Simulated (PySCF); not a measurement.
# PbBr⁺ with other numerical set-ups

The method stays; parts of the set-up, such as the basis or the Hamiltonian, are changed.

Computed with PySCF 2.14.0. Level: method and basis as typed in the scripts.

3 further runs of the same task are left out: 3 that didn't finish.

**1. The starting structure**

PbBr⁺: 2 atoms, charge 1, spin multiplicity 1.

Bond lengths: Pb1–Br2 2.610 Å.

**2. The base run**

input.py

```python
from pyscf import gto, scf, mp

mol = gto.M(
    atom='Pb 0 0 0; Br 0 0 2.61',
    basis='sbkjc',
    ecp={'Pb': 'sbkjc', 'Br': 'sbkjc'},
    charge=1,
    spin=0,
    verbose=4,
)
mf = scf.RHF(mol)
mf.kernel()
mp.MP2(mf).kernel()
mf.dip_moment()
print('orbital energies (hartree):', mf.mo_energy[..., max(0, mol.nelec[1]-3):mol.nelec[0]+3].round(4))
```

Run with:

```
$ OMP_NUM_THREADS=1 python input.py
```

The log of this run is left out.

Base result: E(SCF) = -16.303771 Eh, 8 cycles, E(MP2) − E(SCF) = -0.05555 Eh.

The bond length is a typed value, not an optimised one. The dipole of an ion depends on the origin.

**3. Def2-svpd**

Run 1 changes basis set: sbkjc → def2-svpd. The core potential changes with it: totals don't compare.

input.py

```python
from pyscf import gto, scf, mp

mol = gto.M(
    atom='Pb 0 0 0; Br 0 0 2.61',
    basis='def2-svpd',
    ecp={'Pb': 'def2-svpd'},
    charge=1,
    spin=0,
    verbose=4,
)
mf = scf.RHF(mol)
mf.kernel()
mp.MP2(mf).kernel()
mf.dip_moment()
print('orbital energies (hartree):', mf.mo_energy[..., max(0, mol.nelec[1]-3):mol.nelec[0]+3].round(4))
```

Run with:

```
$ OMP_NUM_THREADS=1 python input.py
```

**4. Cartesian functions on**

Run 2 changes Cartesian functions: off → on.

Changes to input.py since step 2:

```diff
@@ -8,2 +8,3 @@
     spin=0,
+    cart=True,
     verbose=4,
```

**5. Density fitting weigend**

Run 3 changes density fitting: none → weigend.

Changes to input.py since step 2:

```diff
@@ -11,2 +11,3 @@
 mf = scf.RHF(mol)
+mf = mf.density_fit(auxbasis='weigend')
 mf.kernel()
```

Q: Predict the outcome of this session. Wanted: for each run, E(SCF); from base; gap; after the SCF.

**Answer**, as computed:

| run | E(SCF) (hartree) | from base (eV) | cycles | gap (eV) | functions | after the SCF |
| --- | --- | --- | --- | --- | --- | --- |
| base | -16.303771 | 0 | 8 | 9.55 | 16 | MP2 correlation -1.512 eV |
| def2-svpd | -2763.754033 | not comparable | 10 | 9.97 | 73 | MP2 correlation -9.667 eV |
| Cartesian functions on | -16.303771 | 0.0000 | 8 | 9.55 | 16 | MP2 correlation -1.512 eV |
| density fitting weigend | -16.303267 | not comparable | 8 | 9.55 | 16 | MP2 correlation -1.510 eV |

With Cartesian functions on the SCF ends at the base energy. The basis has no d shells, so the Cartesian switch can't act. Rows marked «poor choice» come from settings spoiled on purpose.
